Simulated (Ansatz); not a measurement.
# HIOSi (SMILES O=[SiH]I): one structure at several levels

The task here is to estimate one member of a computed series from the others.

Program: Ansatz 0.2.0, Gaussian basis. Level of theory: single points in def2-TZVPP. These are calculated values, not measurements.

Cores are frozen in the correlated methods. Filled d shells of the heavier atoms are correlated. Core potentials replace the inner electrons past krypton, and spin-orbit coupling is left out.

### Where the work starts

SMILES `O=[SiH]I`, 4 atoms, charge 0, spin multiplicity 1.

Atoms are counted from 1 here; the program's logs count them from 0.

Bond lengths: O1–Si2 1.563 Å, Si2–I3 2.421 Å, Si2–H4 1.565 Å. Angles: O1–Si2–I3 119.6°, O1–Si2–H4 130.4°, I3–Si2–H4 110.0°.

Geometry (Å):

```xyz
4
charge 0, multiplicity 1
O    -1.6163   -0.3964    0.5981
Si   -0.2777    0.1298   -0.0147
I     1.8154   -0.9097    0.6181
H    -0.0076    1.3290   -0.9838
```

The first run:

The input, run/in.yaml:

```yaml
crystal:
  periodic: [false, false, false]
  atoms:
    - {symbol: O, position_ang: [-1.616300, -0.396400, 0.598100]}
    - {symbol: Si, position_ang: [-0.277700, 0.129800, -0.014700]}
    - {symbol: I, position_ang: [1.815400, -0.909700, 0.618100]}
    - {symbol: H, position_ang: [-0.007600, 1.329000, -0.983800]}
basis:
  gaussian: {orbitals: def2-TZVPP}
correlation: {method: ccsd_t}
output: {forces: true}
```

The command line of these runs was not kept.

Steps of the session up to this table: CCSD(T)/def2-TZVPP; PBE0-D4/def2-TZVPP; wB97M-V/def2-TZVPP; r2SCAN-D4/def2-TZVPP; PBE-D4/def2-TZVPP; revPBE-D4/def2-TZVPP; BLYP-D4/def2-TZVPP.

One of the session's tables, all rows but one given; the rest of the session is left out.

| method | RMS force component (eV/Å) | angle to CCSD(T) forces (°) | dipole (D) |
| --- | --- | --- | --- |
| CCSD(T) | 0.803 | reference | 3.42 |
| PBE0-D4 | 0.988 | 9.9 | 3.58 |
| wB97M-V | 1.031 | 6.8 | 3.61 |
| r2SCAN-D4 | 0.864 | 6.6 | 3.42 |
| PBE-D4 | 0.602 | 6.6 | 3.29 |
| revPBE-D4 | ? | ? | ? |
| BLYP-D4 | 0.614 | 16.3 | 3.32 |

Q: Estimate the row for revPBE-D4 from the others.

The run gave: RMS force component (eV/Å): 0.555; angle to CCSD(T) forces (°): 10.5; dipole (D): 3.25. In the column «RMS force component (eV/Å)» it is the lowest.
